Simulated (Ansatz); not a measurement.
# C2H7Ga: the cost of one run

Method: RKS B3LYP/def2-SVP, in Ansatz 0.2.0.

### Step 1. The starting structure

Bond lengths: Ga1–C2 1.980 Å, C2–H3 1.110 Å, C2–H4 1.110 Å, C2–C5 1.520 Å, C5–H6 1.110 Å, C5–H7 1.110 Å, C5–H8 1.110 Å, Ga1–H9 1.570 Å, Ga1–H10 1.570 Å. Angles (14 of 15 angles, heavy atoms first): Ga1–C2–C5 109.5°, Ga1–C2–H3 109.5°, Ga1–C2–H4 109.5°, H3–C2–C5 109.4°, H4–C2–C5 109.4°, C2–Ga1–H9 120.0°, C2–Ga1–H10 120.0°, C2–C5–H6 109.5°, C2–C5–H7 109.5°, C2–C5–H8 109.5°, H3–C2–H4 109.4°, H9–Ga1–H10 120.0°, H6–C5–H7 109.4°, H6–C5–H8 109.4°.

Structure file:

```xyz
10

Ga    0.0000    0.0000    0.0000
C     0.0000    0.0000    1.9800
H    -0.9996   -0.3092    2.3505
H     0.7676   -0.7111    2.3505
C     0.3177    1.3971    2.4874
H     0.9159    1.3257    3.4196
H     0.8975    1.9479    1.7176
H    -0.6280    1.9396    2.6959
H     1.3596    0.0000   -0.7850
H    -1.3596    0.0000   -0.7850
```

### Step 2. Relaxing the start

input.yaml

```yaml
crystal:
  periodic: [false, false, false]
  atoms:
    - { symbol: Ga, position_ang: [0.0, 0.0, 0.0] }
    - { symbol: C, position_ang: [0.0, 0.0, 1.98] }
    - { symbol: H, position_ang: [-0.9996, -0.3092, 2.3505] }
    - { symbol: H, position_ang: [0.7676, -0.7111, 2.3505] }
    - { symbol: C, position_ang: [0.3177, 1.3971, 2.4874] }
    - { symbol: H, position_ang: [0.9159, 1.3257, 3.4196] }
    - { symbol: H, position_ang: [0.8975, 1.9479, 1.7176] }
    - { symbol: H, position_ang: [-0.628, 1.9396, 2.6959] }
    - { symbol: H, position_ang: [1.3596, 0.0, -0.785] }
    - { symbol: H, position_ang: [-1.3596, 0.0, -0.785] }
basis:
  gaussian: { orbitals: def2-SVP }
hamiltonian:
  xc: b3lyp
relax:
  f_tol: 0.02
  max_steps: 40
```

The run is started by

```sh
ansatz run input.yaml --threads 2 --pin off --max-ram 3072MiB --backend cpu --events-out ev --progress --plain --runs-dir out
```

What time and memory should one allow on 2 threads of AMD EPYC 7R43 (Zen 3), shared host?

About 54 s, with a peak of 0.21 GiB.
